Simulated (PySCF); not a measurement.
**TaOF: singlet, from a linear start**

Where does singlet TaOF go from a linear start, is the end point a minimum, and what are its modes, charges and moments?

Program: PySCF 2.14.0. Level of theory: PBE0, basis Ta def2-TZVP with ECP60, O def2-TZVP, F def2-TZVP, scalar-relativistic core potentials, no spin–orbit coupling, density fitting. These are calculated values, not measurements.

### Step 1. Where the work starts

3 atoms, charge 0, spin multiplicity 1.

Bond lengths: Ta1–O2 1.830 Å, Ta1–F3 2.100 Å. Angles: O2–Ta1–F3 180.0°.

```xyz
3
charge 0 multiplicity 1
Ta    0.0000    0.0000    0.0000
O     0.0000    0.0000   -1.8300
F     0.0000    0.0000    2.1000
```

### Step 2. First SCF at the start

One driver script runs all steps and calls PySCF; scf.py shows how it sets up the SCF of each step. The optimiser is the driver's own. After this first run the driver tries any further starts and a stability analysis.

Input file scf.py:

```python
from pyscf import gto, scf, dft
mol = gto.M(atom='''
Ta     0.000000     0.000000     0.000000
O      0.000000     0.000000    -1.830000
F      0.000000     0.000000     2.100000''',
    basis={'Ta': 'def2-TZVP', 'O': 'def2-TZVP', 'F': 'def2-TZVP'},
    ecp={'Ta': 'def2-TZVP'},
    charge=0, spin=0)
mf = dft.RKS(mol, xc='PBE0')
mf.grids.atom_grid = (50, 194)
aux = {'Ta': 'def2-universal-JKFIT', 'O': 'def2-universal-JKFIT', 'F': 'def2-universal-JKFIT'}
mf = mf.density_fit(auxbasis=aux)
mf.conv_tol = 1e-08
mf.diis_space = 10
mf.max_cycle = 60
mf.init_guess = 'minao'
mf.verbose = 4
mf.kernel()
```

Launch:

```
$ OMP_NUM_THREADS=2 python axn.py task.json out
```

What it wrote, cut to the lines that bear on the results:

```text
[... the frontier levels of the middle cycles are left out ...]
init E= -213.016599800113
  HOMO = -0.395309762169124  LUMO = -0.369287470659776  gap/eV = 0.70810
cycle= 1 E= -231.723180702372  delta_E= -18.7  |g|= 1.09  |ddm|= 5.59
cycle= 2 E= -224.39500272032  delta_E= 7.33  |g|=  4.6  |ddm|= 2.78
  HOMO = -0.20916731025374  LUMO = -0.107732619545829  gap/eV = 2.76018
cycle= 3 E= -231.873044045599  delta_E= -7.48  |g|= 0.542  |ddm|= 2.77
cycle= 4 E= -231.892003611323  delta_E= -0.019  |g|= 0.57  |ddm|= 0.896
cycle= 5 E= -231.945958318931  delta_E= -0.054  |g|= 0.174  |ddm|= 0.318
cycle= 6 E= -231.950931845914  delta_E= -0.00497  |g|= 0.0532  |ddm|= 0.12
cycle= 7 E= -231.9515052662  delta_E= -0.000573  |g|= 0.0103  |ddm|= 0.0237
cycle= 8 E= -231.951526446544  delta_E= -2.12e-05  |g|= 0.00176  |ddm|= 0.00665
cycle= 9 E= -231.951527187118  delta_E= -7.41e-07  |g|= 0.000531  |ddm|= 0.00206
cycle= 10 E= -231.951527292872  delta_E= -1.06e-07  |g|= 9.98e-05  |ddm|= 0.000954
cycle= 11 E= -231.951527315085  delta_E= -2.22e-08  |g|= 1.35e-05  |ddm|= 0.000984
cycle= 12 E= -231.951527315331  delta_E= -2.46e-10  |g|= 6.35e-06  |ddm|= 0.000102
  HOMO = -0.270890299337754  LUMO = -0.188030339325341  gap/eV = 2.25473
Extra cycle  E= -231.951527315256  delta_E= 7.49e-11  |g|= 2.12e-05  |ddm|= 1.57e-05
converged SCF energy = -231.951527315256
```

This step, with its further starts and checks, ran for 7.3 s (2 threads of Arm Neoverse V1, shared host).

Energies from each starting density:

```csv
start,energy (Eh)
the minimal-basis guess,-231.951527
a thermally smeared density,-231.951527
a smeared PBE density,-231.951527
```

No lower closed-shell solution turned up from the other starts or in the test of internal stability.

### Step 3. Relaxation: linear start, singlet

The program finds C∞v symmetry in the start, which this walk keeps.

Changes to scf.py since step 2:

```diff
@@ -3,3 +3,3 @@
-Ta     0.000000     0.000000     0.000000
-O      0.000000     0.000000    -1.830000
-F      0.000000     0.000000     2.100000''',
+Ta     0.000000     0.000000    -0.049208
+O      0.000000     0.000000    -1.879208
+F      0.000000     0.000000     2.050792''',
@@ -16 +15,0 @@
-mf.init_guess = 'minao'
```

The optimiser's trace:

```csv
step,energy (Eh),change (kJ/mol),largest symmetric gradient (Eh/bohr)
0,-231.951527,0.00,0.09706
1,-231.970591,-50.05,0.04494
2,-231.971926,-53.56,0.00391
3,-231.971937,-53.59,0.00014
4,-231.971937,-53.59,0.00002
```

The walk took 8.9 s.

Positions (Å) and forces (eV/Å) along the way:

```
step 0
Ta   0.000   0.000  -0.049   0.000   0.000  -1.922
O    0.000   0.000  -1.879   0.000   0.000   4.991
F    0.000   0.000   2.051   0.000   0.000  -3.069
step 1
Ta   0.000   0.000  -0.050   0.000   0.000   2.311
O    0.000   0.000  -1.751   0.000   0.000  -1.647
F    0.000   0.000   1.924   0.000   0.000  -0.664
step 2
Ta   0.000   0.000  -0.026   0.000   0.000  -0.201
O    0.000   0.000  -1.761   0.000   0.000   0.155
F    0.000   0.000   1.909   0.000   0.000   0.046
step 3
Ta   0.000   0.000  -0.028   0.000   0.000  -0.006
O    0.000   0.000  -1.760   0.000   0.000   0.007
F    0.000   0.000   1.910   0.000   0.000  -0.001
step 4
Ta   0.000   0.000  -0.028   0.000   0.000   0.000
O    0.000   0.000  -1.759   0.000   0.000  -0.001
F    0.000   0.000   1.910   0.000   0.000   0.001
```

It settles in C∞v symmetry, 53.6 kJ/mol below the start, after 4 steps: Ta–F 1.938 Å, Ta–O 1.731 Å; F–Ta–O 180.0°.

### Step 4. Vibrations and properties at this point

The point is checked on the finer grid, and tightened if its gradient asks for it. The Hessian and the dipole derivatives come from central differences of analytic gradients, with steps of 0.02 bohr.

Changes to scf.py since step 3:

```diff
@@ -3,3 +3,3 @@
-Ta     0.000000     0.000000    -0.049208
-O      0.000000     0.000000    -1.879208
-F      0.000000     0.000000     2.050792''',
+Ta    -0.000000     0.000000    -0.042248
+O     -0.000000    -0.000000    -1.773619
+F      0.000000     0.000000     1.895606''',
@@ -10 +10 @@
-mf.grids.atom_grid = (50, 194)
+mf.grids.atom_grid = (75, 302)
@@ -13 +13 @@
-mf.conv_tol = 1e-08
+mf.conv_tol = 1e-10
```

This SCF starts from the last density.

SCF at the final geometry:

```text
init E= -231.972009640594
  HOMO = -0.257948995892946  LUMO = -0.172751881899677  gap/eV = 2.31833
cycle= 1 E= -231.972009640593  delta_E= 7.96e-13  |g|= 8.74e-07  |ddm|= 5.55e-07
  HOMO = -0.257948954217714  LUMO = -0.172751789629145  gap/eV = 2.31833
Extra cycle  E= -231.972009640592  delta_E= 7.96e-13  |g|= 2.6e-06  |ddm|= 1.68e-06
converged SCF energy = -231.972009640592
```

The whole step took 23 s.

Geometry: C∞v; Ta–F 1.938 Å, Ta–O 1.731 Å; F–Ta–O 180.0°.

Harmonic modes (main isotopes):

```json
{"symmetry": "π", "ω (cm⁻¹)": "203i", "IR (km/mol)": "16.2", "μ (u)": "19.96"}
{"symmetry": "σ+", "ω (cm⁻¹)": "624", "IR (km/mol)": "143", "μ (u)": "20.78"}
{"symmetry": "σ+", "ω (cm⁻¹)": "1021", "IR (km/mol)": "137", "μ (u)": "17.05"}
```

2 modes are imaginary, the largest at 203i cm⁻¹: a saddle point, not a minimum.

Properties at this point:

| Quantity | Value |
| --- | --- |
| Dipole moment | 0.80 D |
| Highest occupied level | -7.02 eV |
| Lowest empty level | -4.70 eV |
| Rotational constants | 0.1418 cm⁻¹ |
| Zero-point energy (real modes) | 9.8 kJ/mol |
| Principal polarisabilities | 51.3, 55.4, 55.4 bohr³ |
| Atomisation energy without zero-point energy | 1194 kJ/mol |
| Principal traceless quadrupole moments about the centre of mass | -13.50, 6.75, 6.75 D Å |

Charges (e) and bond orders:

```json
{"atom": "Ta1", "Mulliken": "0.92", "Löwdin": "0.68", "polar tensor": "1.28", "Mayer order to Ta1": "–"}
{"atom": "O2", "Mulliken": "-0.48", "Löwdin": "-0.35", "polar tensor": "-0.68", "Mayer order to Ta1": "2.27"}
{"atom": "F3", "Mulliken": "-0.44", "Löwdin": "-0.33", "polar tensor": "-0.60", "Mayer order to Ta1": "0.91"}
```

Outer orbital energies (eV). occupied: -25.42, -13.26, -12.25, -12.25, -10.27, -10.27, -9.71, -7.02; empty: -4.70, -4.70, -1.75, -1.75.

Mulliken populations on Ta1 (outside its core potential): s 3.51, p 6.26, d 2.17, f 0.14.

### Step 5. Following the imaginary mode

The atoms are moved a little along the softest imaginary mode and relaxed again.

The program finds Cs symmetry in the start, which this walk keeps. The walk stops when the largest gradient is under 0.0003 Eh/bohr and the energy has settled too.

Changes to scf.py since step 4:

```diff
@@ -3,3 +3,3 @@
-Ta    -0.000000     0.000000    -0.042248
-O     -0.000000    -0.000000    -1.773619
-F      0.000000     0.000000     1.895606''',
+Ta     0.000021     0.020085    -0.042248
+O     -0.000124    -0.120000    -1.773619
+F     -0.000093    -0.090264     1.895606''',
@@ -10 +10 @@
-mf.grids.atom_grid = (75, 302)
+mf.grids.atom_grid = (50, 194)
@@ -13 +13 @@
-mf.conv_tol = 1e-10
+mf.conv_tol = 1e-08
```

Energy and gradient, step by step:

```csv
step,energy (Eh),change (kJ/mol),largest symmetric gradient (Eh/bohr)
0,-231.973130,0.00,0.00939
1,-231.974706,-4.14,0.01522
2,-231.977757,-12.15,0.01819
3,-231.982868,-25.57,0.01969
4,-231.989717,-43.55,0.02944
5,-231.997053,-62.81,0.03176
6,-232.014670,-109.06,0.04730
7,-232.016333,-113.43,0.05638
8,-232.019487,-121.71,0.01083
9,-232.019630,-122.08,0.00129
10,-232.019651,-122.14,0.00042
11,-232.019651,-122.14,0.00002
```

The walk took 23 s.

Positions (Å) and forces (eV/Å) along the way:

```
step 0
Ta   0.000   0.020  -0.042   0.001   0.483  -0.217
O    0.000  -0.120  -1.774   0.000  -0.240   0.417
F    0.000  -0.090   1.896   0.000  -0.243  -0.201
step 1
Ta   0.000   0.060  -0.043   0.001   0.783   0.077
O    0.000  -0.141  -1.760   0.000  -0.415   0.014
F    0.000  -0.109   1.883   0.000  -0.367  -0.091
step 6
Ta   0.001   0.615  -0.043  -0.002  -2.377  -1.104
O    0.000  -0.431  -1.440   0.002   1.676   2.433
F    0.000  -0.375   1.563   0.000   0.701  -1.329
step 11
Ta   0.001   0.632  -0.047   0.000  -0.001   0.000
O    0.000  -0.438  -1.354   0.000   0.002   0.001
F    0.000  -0.385   1.480   0.000   0.000   0.000
```

It settles in Cs symmetry, 122.1 kJ/mol below the start, after 11 steps: Ta–F 1.835 Å, Ta–O 1.689 Å; F–Ta–O 107.0°.

### Step 6. Vibrations and properties at this point

As before: finer grid, then central differences.

Changes to scf.py since step 5:

```diff
@@ -3,3 +3,3 @@
-Ta     0.000021     0.020085    -0.042248
-O     -0.000124    -0.120000    -1.773619
-F     -0.000093    -0.090264     1.895606''',
+Ta     0.000173     0.167827    -0.037413
+O     -0.000929    -0.900648    -1.345647
+F     -0.000875    -0.848018     1.490400''',
@@ -10 +10 @@
-mf.grids.atom_grid = (50, 194)
+mf.grids.atom_grid = (75, 302)
@@ -13 +13 @@
-mf.conv_tol = 1e-08
+mf.conv_tol = 1e-10
```

SCF at the final geometry:

```text
init E= -232.019848196964
  HOMO = -0.224693122395891  LUMO = -0.115830482728249  gap/eV = 2.96230
cycle= 1 E= -232.019848196811  delta_E= 1.52e-10  |g|= 2.99e-05  |ddm|= 2.28e-05
  HOMO = -0.224696560497129  LUMO = -0.115834821335408  gap/eV = 2.96228
cycle= 2 E= -232.019848195329  delta_E= 1.48e-09  |g|= 9.29e-05  |ddm|= 6.6e-05
  HOMO = -0.224694215877086  LUMO = -0.11583188168368  gap/eV = 2.96229
cycle= 3 E= -232.019848196983  delta_E= -1.65e-09  |g|= 2.96e-06  |ddm|= 4.85e-05
  HOMO = -0.224694098732066  LUMO = -0.115831730301206  gap/eV = 2.96230
cycle= 4 E= -232.019848196983  delta_E= -4.55e-13  |g|= 4.18e-07  |ddm|= 1.98e-06
  HOMO = -0.224694076640986  LUMO = -0.115831686669899  gap/eV = 2.96230
Extra cycle  E= -232.019848196983  delta_E= 3.41e-13  |g|= 7.17e-07  |ddm|= 8.46e-07
converged SCF energy = -232.019848196983
```

The whole step ran for 38 s (2 threads of Arm Neoverse V1, shared host).

Geometry: Cs; Ta–F 1.835 Å, Ta–O 1.689 Å; F–Ta–O 107.1°.

Harmonic modes (main isotopes):

```
symmetry  ω (cm⁻¹)  IR (km/mol)  μ (u)     type
      a'       242          8.1  18.64     bend
      a'       717         78.9  20.89  stretch
      a'      1062          113  17.29  stretch
```

All wavenumbers are real: a minimum.

Constants and moments:

```yaml
Dipole_moment: 2.77 D
Highest_occupied_level: -6.11 eV
Lowest_empty_level: -3.15 eV
Rotational_constants: 0.5453, 0.2334, 0.1634 cm⁻¹
Zero-point_energy: 12.1 kJ/mol
Principal_polarisabilities: 54.8, 64.3, 70.9 bohr³
Atomisation_energy_without_zero-point_energy: 1319 kJ/mol
Principal_traceless_quadrupole_moments_about_the_centre_of_mass: -2.79, 0.27, 2.52 D Å
Entropy_at_298.15_K_and_1_bar: 284.7 J/(mol K)
Heat_capacity_Cp_at_298.15_K: 45.3 J/(mol K)
Enthalpy_at_298.15_K_above_0_K: 11.58 kJ/mol
Rotational_symmetry_number: 1
```

Charges (e) and bond orders:

```tsv
atom	Mulliken	Löwdin	polar tensor	Mayer order to Ta1
Ta1	0.77	0.44	1.18	–
O2	-0.44	-0.26	-0.68	2.28
F3	-0.33	-0.18	-0.50	1.09
```

Outer orbital energies (eV). occupied: -25.63, -14.05, -13.41, -13.21, -10.87, -10.67, -10.43, -6.11; empty: -3.15, -3.04, -1.61, -0.96.

Mulliken populations on Ta1 (outside its core potential): s 3.42, p 6.25, d 2.46, f 0.11.

### Step 7. A spin-polarised start

A stability analysis found the closed shell of the lowest minimum unstable towards spin polarisation, so the unrestricted solution is followed.

The program finds Cs symmetry in the start, which may break.

Changes to scf.py since step 6:

```diff
@@ -3,3 +3,3 @@
-Ta     0.000173     0.167827    -0.037413
-O     -0.000929    -0.900648    -1.345647
-F     -0.000875    -0.848018     1.490400''',
+Ta     0.000174     0.168516    -0.037514
+O     -0.000928    -0.899959    -1.345748
+F     -0.000874    -0.847329     1.490299''',
@@ -9,2 +9,2 @@
-mf = dft.RKS(mol, xc='PBE0')
-mf.grids.atom_grid = (75, 302)
+mf = dft.UKS(mol, xc='PBE0')
+mf.grids.atom_grid = (50, 194)
@@ -13 +13 @@
-mf.conv_tol = 1e-10
+mf.conv_tol = 1e-08
```

Energy and gradient, step by step:

```csv
step,energy (Eh),change (kJ/mol),largest gradient (Eh/bohr)
0,-232.024682,0.00,0.01025
1,-232.025107,-1.11,0.00299
2,-232.025219,-1.41,0.00137
3,-232.025224,-1.42,0.00043
4,-232.025224,-1.42,0.00004
```

The walk took 12 s.

It settles in Cs symmetry, 1.4 kJ/mol below the start, after 4 steps: Ta–F 1.856 Å, Ta–O 1.696 Å; F–Ta–O 111.0°.

### Step 8. Is it a minimum? Harmonic modes

The same treatment as at the point before.

Changes to scf.py since step 7:

```diff
@@ -3,3 +3,3 @@
-Ta     0.000174     0.168516    -0.037514
-O     -0.000928    -0.899959    -1.345748
-F     -0.000874    -0.847329     1.490299''',
+Ta     0.000167     0.161909    -0.038744
+O     -0.000892    -0.864265    -1.388977
+F     -0.000840    -0.814181     1.539430''',
@@ -10 +10 @@
-mf.grids.atom_grid = (50, 194)
+mf.grids.atom_grid = (75, 302)
@@ -13 +13 @@
-mf.conv_tol = 1e-08
+mf.conv_tol = 1e-10
```

Log of the central SCF (cycles and frontier levels):

```text
init E= -232.025435535114
[... the frontier-level lines of each cycle are left out ...]
cycle= 1 E= -232.025435535114  delta_E= -4.55e-13  |g|= 4.85e-06  |ddm|= 6.73e-06
Extra cycle  E= -232.025435535055  delta_E= 5.91e-11  |g|= 1.36e-05  |ddm|= 9.24e-06
converged SCF energy = -232.025435535055  <S^2> = 0.65329991  2S+1 = 1.9008418
```

The whole step took 64 s.

Geometry: Cs; Ta–F 1.856 Å, Ta–O 1.696 Å; F–Ta–O 111.0°.

Modes, for the most abundant isotopes:

```
ω (cm⁻¹)  IR (km/mol)     type
     213          6.3     bend
     680         89.6  stretch
    1042          134  stretch
```

No imaginary mode, so this is a minimum.

The SCF density has lower symmetry than the nuclear frame, so the modes carry no labels.

Properties at this point:

| Quantity | Value |
| --- | --- |
| Dipole moment | 2.98 D |
| Highest occupied level | -6.33 eV |
| Lowest empty level | -2.80 eV |
| Rotational constants | 0.5896, 0.2194, 0.1599 cm⁻¹ |
| Zero-point energy | 11.6 kJ/mol |
| Principal polarisabilities | 50.4, 60.0, 65.8 bohr³ |
| Atomisation energy without zero-point energy | 1334 kJ/mol |
| Principal traceless quadrupole moments about the centre of mass | -4.20, 1.77, 2.44 D Å |
| Entropy at 298.15 K and 1 bar | 285.9 J/(mol K) |
| Heat capacity Cp at 298.15 K | 45.9 J/(mol K) |
| Enthalpy at 298.15 K above 0 K | 11.73 kJ/mol |
| Rotational symmetry number | 1 |
| Spin squared ⟨S²⟩ | 0.653 |

Populations by atom (charges in e):

```tsv
atom	Mulliken	Löwdin	polar tensor	spin (Mulliken)	Mayer order to Ta1
Ta1	0.83	0.49	1.26	0.00	–
O2	-0.47	-0.28	-0.73	0.00	2.26
F3	-0.37	-0.21	-0.53	0.00	1.03
```

Outer orbital energies (eV). α occupied: -25.37, -13.66, -13.00, -12.85, -10.58, -10.42, -10.15, -6.33; empty: -2.80, -2.66, -1.43, -0.73. β occupied: -25.37, -13.66, -13.00, -12.85, -10.58, -10.42, -10.15, -6.33; empty: -2.80, -2.66, -1.43, -0.73.

Mulliken populations on Ta1 (outside its core potential): s 3.16, p 6.28, d 2.62, f 0.11.

### Step 9. All stationary points

| spin | group | bonds | imaginary modes (cm⁻¹) | ΔE (kJ/mol) | with zero-point energy |
| --- | --- | --- | --- | --- | --- |
| broken-symmetry (Ms = 0) | Cs (density of lower symmetry) | Ta–F 1.856 Å, Ta–O 1.696 Å | none | 0.0 | 0.0 |
| singlet | Cs | Ta–F 1.835 Å, Ta–O 1.689 Å | none | 14.7 | 15.2 |
| singlet | C∞v | Ta–F 1.938 Å, Ta–O 1.731 Å | 203i, 203i | 140.3 | – |

### Step 10. What came out

```
                                          quantity                                      value
                                           minimum               broken-symmetry (Ms = 0), Cs
                                          geometry  Ta–F 1.856 Å, Ta–O 1.696 Å; F–Ta–O 111.0°
                                wavenumbers (cm⁻¹)                             213, 680, 1042
                                     dipole moment                                     2.98 D
highest occupied, lowest empty level (either spin)                            -6.33, -2.80 eV
                        polar-tensor charge of Ta1                                    +1.26 e
                                 zero-point energy                                11.6 kJ/mol
                               entropy at 298.15 K                            285.9 J/(mol K)
         atomisation energy (no zero-point energy)                                1334 kJ/mol
                                              ⟨S²⟩                                      0.653
```

From C∞v at the start the molecule goes to a Cs minimum, after a stop at a second-order saddle point 140.3 kJ/mol higher, from which it was pushed off along an imaginary mode. The determinant is spin-contaminated (⟨S²⟩ = 0.65 against 0.00), so it is no pure spin state. The strongest infrared band lies at 1042 cm⁻¹ (stretch). Only this shape and spin were tried, so other structures or states may lie lower. The SCF density has lower symmetry than the nuclear frame. With an element this heavy the missing spin–orbit coupling can shift these numbers.

The search up to here ran for 3 min (2 threads of Arm Neoverse V1, shared host).
